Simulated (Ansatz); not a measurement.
# Si13O24: the cost of one run

All numbers below are computed with Ansatz 0.2.0 (DFT PBE, plane waves, PAW, scalar-relativistic, no spin polarisation).

## 1. The system as given

The cell holds 37 atoms (O24Si13): a = 7.299 Å, b = 7.298 Å, c = 9.820 Å, α = 70.34°, β = 70.34°, γ = 71.27°.

The coordinates stand in the first input below.

## 2. End point A

The input, input.yaml:

```yaml
crystal:
  lattice:
    - [-2.455, 4.252185, 5.4]
    - [4.91, 0.0, 5.4]
    - [4.91, 8.504369, 0.0]
  atoms:
    - { symbol: Si, position: [0.0988333, 0.5678333, 0.9505833] }
    - { symbol: Si, position: [0.4011667, 0.9321667, 0.0339167] }
    - { symbol: Si, position: [0.0, 0.0, 0.2655] }
    - { symbol: O, position: [0.3193332, 0.4693333, 0.9668334] }
    - { symbol: O, position: [0.1806668, 0.0306667, 0.1111666] }
    - { symbol: O, position: [0.9291666, 0.5261666, 0.1104167] }
    - { symbol: O, position: [0.5655001, 0.3125001, 0.14225] }
    - { symbol: O, position: [0.9344999, 0.1874999, 0.33125] }
    - { symbol: O, position: [0.5708334, 0.9738334, 0.0880833] }
    - { symbol: Si, position: [0.0988333, 0.5678333, 0.4505833] }
    - { symbol: Si, position: [0.4011667, 0.9321667, 0.5339167] }
    - { symbol: Si, position: [0.0, 0.0, 0.7655] }
    - { symbol: O, position: [0.3193332, 0.4693333, 0.4668334] }
    - { symbol: O, position: [0.1806667, 0.0306668, 0.6111666] }
    - { symbol: O, position: [0.9291666, 0.5261666, 0.6104167] }
    - { symbol: O, position: [0.5655001, 0.3125001, 0.64225] }
    - { symbol: O, position: [0.9344999, 0.1874999, 0.83125] }
    - { symbol: O, position: [0.5708334, 0.9738334, 0.5880833] }
    - { symbol: Si, position: [0.5988333, 0.0678333, 0.2005833] }
    - { symbol: Si, position: [0.9011667, 0.4321667, 0.2839167] }
    - { symbol: Si, position: [0.5, 0.5, 0.5155] }
    - { symbol: O, position: [0.8193332, 0.9693333, 0.2168334] }
    - { symbol: O, position: [0.6806668, 0.5306668, 0.3611666] }
    - { symbol: O, position: [0.4291666, 0.0261666, 0.3604167] }
    - { symbol: O, position: [0.0655001, 0.8125001, 0.39225] }
    - { symbol: O, position: [0.4344999, 0.6874999, 0.58125] }
    - { symbol: O, position: [0.0708334, 0.4738334, 0.3380833] }
    - { symbol: Si, position: [0.5988333, 0.0678333, 0.7005833] }
    - { symbol: Si, position: [0.9011667, 0.4321667, 0.7839167] }
    - { symbol: Si, position: [0.5, 0.5, 0.0155] }
    - { symbol: O, position: [0.8193332, 0.9693333, 0.7168334] }
    - { symbol: O, position: [0.6806668, 0.5306668, 0.8611666] }
    - { symbol: O, position: [0.4291666, 0.0261666, 0.8604167] }
    - { symbol: O, position: [0.0655001, 0.8125001, 0.89225] }
    - { symbol: O, position: [0.4344999, 0.6874999, 0.08125] }
    - { symbol: O, position: [0.0708334, 0.4738334, 0.8380833] }
    - { symbol: Si, position: [0.6506474, 0.6772024, 0.1606708] }
basis:
  ecutwfc: 420.0
kpoints:
  mp_grid: { grid: [2, 2, 1] }
hamiltonian:
  xc: pbe
  pseudopotentials: { kind: paw, azcp: { folder: soft_1 } }
scf:
  occupations: { method: fermi_dirac, width: 0.05 }
  lower_state_search: "off"
relax:
  f_tol: 0.03
  max_steps: 60
  adjacent_minimum: "off"
```

Command:

```bash
> ansatz run input.yaml --threads 2 --pin off --max-ram 5120MiB --backend cpu --events-out ev --progress --plain --runs-dir out
```

What time and memory should one allow on 2 threads of Arm Neoverse V1, shared host?

About 3.2 min, with a peak of 0.95 GiB.
